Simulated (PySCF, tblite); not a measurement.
# C7H7F: geometry, infrared bands and NMR shifts

Wanted: the infrared bands and NMR shifts of C7H7F (`C#C[C@]1(CF)[C@@H]2C[C@@H]21`), by calculation.

Programs: tblite 0.8.0 and PySCF 2.14.0, with density-fitted response routines of our own. Each step states its level of theory. These are calculated values for one molecule in the gas phase, unless marked as measured. Atoms count from 0, in the outputs and in this text.

### 1 Starting geometry

15 atoms, charge 0, multiplicity 1; geometry from: force field or distance geometry start.

Bonds of the start (Å): C0–C1 1.21, C1–C2 1.46, C2–C3 1.50, C3–F4 1.40, C2–C5 1.56, C5–C6 1.54, C6–C7 1.56, C7–C2 1.54, C7–C5 1.39, C0–H8 1.06, C3–H9 1.09, C3–H10 1.12, C5–H11 1.03, C6–H12 1.09, C6–H13 1.10, C7–H14 1.04.

### 2 Optimising the geometry with GFN2-xTB

What the job is given:

```
{"job": {"kind": "relax", "xc": "GFN2-xTB", "basis": "xTB"}, "charge": 0, "multiplicity": 1}
C      2.188500     0.166700    -1.494200
C      1.260300     0.275600    -0.727500
C      0.149300     0.375900     0.212400
C      0.096500     1.499100     1.203000
F     -1.065300     1.359800     1.964400
C     -0.500000    -0.982600     0.602900
C     -0.768600    -1.523800    -0.809500
C     -1.220600    -0.145400    -0.244100
H      3.007400     0.071100    -2.166400
H      0.047200     2.480600     0.725400
H      0.957200     1.401600     1.907400
H     -0.513000    -1.451400     1.524800
H      0.049500    -1.522800    -1.533700
H     -1.537000    -2.310900    -0.869300
H     -2.155900     0.314400    -0.317600
```

Command:

```sh
$ OMP_NUM_THREADS=1 python probes_run.py task.json out
```

The driver reads the jobs from task.json and runs them one after another.

**Question.** This job is followed by: GFN2-xTB harmonic vibrations, gas phase; GIAO PBE0/pcSseg-1 NMR shielding, non-relativistic, gas phase. What will the session give for the following? strongest single infrared mode (GFN2-xTB); zero-point energy (GFN2-xTB); 13C shifts against TMS (PBE0/pcSseg-1, means over atoms taken as alike); 1H shifts against TMS (PBE0/pcSseg-1, means over atoms taken as alike); 19F shifts against CFCl3 (PBE0/pcSseg-1).

As calculated:

```
                                                               quantity                                   value
                              strongest single infrared mode (GFN2-xTB)                    1043 cm⁻¹, 75 km/mol
                                           zero-point energy (GFN2-xTB)                           71.2 kcal/mol
13C shifts against TMS (PBE0/pcSseg-1, means over atoms taken as alike)  86.3, 84.3, 76.2, 41.9, 24.6, 10.3 ppm
 1H shifts against TMS (PBE0/pcSseg-1, means over atoms taken as alike)        4.89, 2.16, 1.33, 1.30, 1.27 ppm
                               19F shifts against CFCl3 (PBE0/pcSseg-1)                              -260.2 ppm
```

What this shows: Relaxing lowered the energy by 0.466 eV in 43 steps; the close pair that moved most is C5–C7, from 1.392 to 1.485 Å. No mode is imaginary among the 39: a minimum at this level. The strongest single mode, at 1043 cm⁻¹, moves mainly C3 and F4. GFN2-xTB is a fitted tight-binding method: band positions and strengths are rough. Its intensities can rank the bands wrongly. H9, H10 (mean) (hydrogen on an sp3 CH2 bonded to F) lies farthest downfield among hydrogen, at 4.89 ppm; its carbon carries F, an electronegative neighbour. At PBE0/pcSseg-1: Shielding is most anisotropic at C1 (span 301 ppm, paramagnetic term -154 ppm).
